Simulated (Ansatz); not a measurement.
# CH₅FSeSi: a ladder of functionals and wavefunction methods

Aim: compute CH₅FSeSi with functionals from several rungs and with coupled cluster. The yardstick is the atomisation energy at the CCSD(T) limit.

The runs use Ansatz 0.2.0, Gaussian basis; functionals in def2-TZVPP, the program's frozen cores in correlated methods.

Levels to be run: LDA (SPW92), PBE-D4, revPBE-D4, BLYP-D4, r2SCAN-D4, B97M-V, PBE0-D4, B3LYP-D4, r2SCANh-D4, r2SCAN0-D4, HSE06-D4, BHLYP-D4, CAM-B3LYP-D4, LC-ωPBE, ωB97X-V, ωB97M-V, B2PLYP, PBE-QIDH; CCSD(T)/def2-SVP; CCSD(T)/def2-TZVPP; MP2/def2-QZVPP; extrapolation to the limit; RPA on PBE.

## Step 1: The geometry

All runs share one geometry, relaxed beforehand with PBE0-D4 in a triple-zeta def2 set.

9 atoms, charge 0, spin multiplicity 1.

Atoms are counted from 1 here; the program's logs count them from 0.

Bond lengths: F1–C2 1.386 Å, C2–Si3 1.894 Å, C2–H5 1.097 Å, C2–H6 1.096 Å, Si3–Se4 2.274 Å, Si3–H7 1.483 Å, Si3–H8 1.487 Å, Se4–H9 1.469 Å. Angles: F1–C2–Si3 111.2°, F1–C2–H5 108.3°, F1–C2–H6 108.5°, Si3–C2–H5 109.9°, Si3–C2–H6 111.2°, H5–C2–H6 107.7°, C2–Si3–Se4 113.2°, C2–Si3–H7 109.9°, C2–Si3–H8 106.9°, Se4–Si3–H7 105.1°, Se4–Si3–H8 111.1°, H7–Si3–H8 110.7°, Si3–Se4–H9 92.9°.

## Step 2: LDA

This LDA is Slater exchange with PW92 correlation.

File in.yaml:

```yaml
crystal:
  periodic: [false, false, false]
  atoms:
    - {symbol: F, position_ang: [-1.479977, 1.485471, 0.042790]}
    - {symbol: C, position_ang: [-0.170212, 1.153434, 0.350264]}
    - {symbol: Si, position_ang: [0.070364, -0.724775, 0.377274]}
    - {symbol: Se, position_ang: [-0.334593, -1.707595, -1.633007]}
    - {symbol: H, position_ang: [0.070999, 1.574657, 1.334182]}
    - {symbol: H, position_ang: [0.489301, 1.626549, -0.385491]}
    - {symbol: H, position_ang: [-0.898412, -1.344075, 1.313326]}
    - {symbol: H, position_ang: [1.466472, -0.975112, 0.823892]}
    - {symbol: H, position_ang: [0.874656, -1.134854, -2.240231]}
basis:
  gaussian: {orbitals: def2-TZVPP}
hamiltonian: {xc: lda}
output: {orbitals: {seedname: orbitals}}
```

On the command line:

```console
> ansatz run in.yaml --threads 4 --pin off --events-out ev --progress --plain --max-ram 10444MiB
```

Further steps of the session: PBE-D4 (GGA); revPBE-D4 (GGA); BLYP-D4 (GGA); r2SCAN-D4 (meta-GGA); B97M-V (meta-GGA); B3LYP-D4 (hybrid); r2SCANh-D4 (hybrid); r2SCAN0-D4 (hybrid); HSE06-D4 (hybrid); BHLYP-D4 (hybrid); CAM-B3LYP-D4 (range-separated); LC-ωPBE (range-separated); ωB97X-V (range-separated); ωB97M-V (range-separated); B2PLYP (double hybrid); PBE-QIDH (double hybrid); CCSD(T) in def2-SVP; CCSD(T) in def2-TZVPP; MP2 in def2-QZVPP; RPA on PBE orbitals.

Before running them: what should the planned runs give, taken together? Wanted: atomisation energy, CCSD(T)/CBS; farthest beyond LDA; mean size of error, GGA; mean size of error, meta-GGA; mean size of error, hybrid; mean size of error, range-separated; mean size of error, double hybrid; gap, smallest and largest; T1 diagnostic.

As calculated:

| quantity | value |
| --- | --- |
| atomisation energy, CCSD(T)/CBS | 694.8 kcal/mol |
| functionals within 6.9 kcal/mol (1.0 %) | PBE-D4, BLYP-D4, r2SCAN-D4, B97M-V, PBE0-D4, B3LYP-D4, r2SCANh-D4, HSE06-D4, CAM-B3LYP-D4, ωB97X-V, ωB97M-V |
| farthest beyond LDA | BHLYP-D4 (-22.0 kcal/mol) |
| mean size of error, GGA | 7.5 kcal/mol |
| mean size of error, meta-GGA | 1.4 kcal/mol |
| mean size of error, hybrid | 8.8 kcal/mol |
| mean size of error, range-separated | 3.9 kcal/mol |
| mean size of error, double hybrid | 11.2 kcal/mol |
| gap, smallest and largest | 4.99 eV (BLYP-D4), 12.01 eV (LC-ωPBE) |
| T1 diagnostic | 0.0101 |
| triples share of the correlation energy | 3.4 % |

In words: LDA overbinds by 97.4 kcal/mol (14 %). PBE-D4 misses by +5.8 kcal/mol. Double hybrids carry the basis error of their MP2 part in triple zeta, and no dispersion term here, so their miss is partly the set-up's. The rungs meta-GGA, range-separated miss on average by less than the doubt on the reference (6.9 kcal/mol), so they tie. Misses under about 6.9 kcal/mol are within the doubt on the reference itself, which lacks core-valence correlation, relativity and higher excitations, and its outer-core shells are covered unevenly. All levels share the lack of spin-orbit coupling, which lowers the free heavy atoms and so the true binding. Hartree-Fock recovers 72 % of the binding; the rest is correlation. CCSD(T) in def2-SVP is off by -48.3 kcal/mol, so the small basis spoils what the method gains. The gap grows from 5.0 to 12.0 eV across the functionals, mostly with the share of exact exchange. Correlated methods include outer-core shells of Se, which these sets cover unevenly.
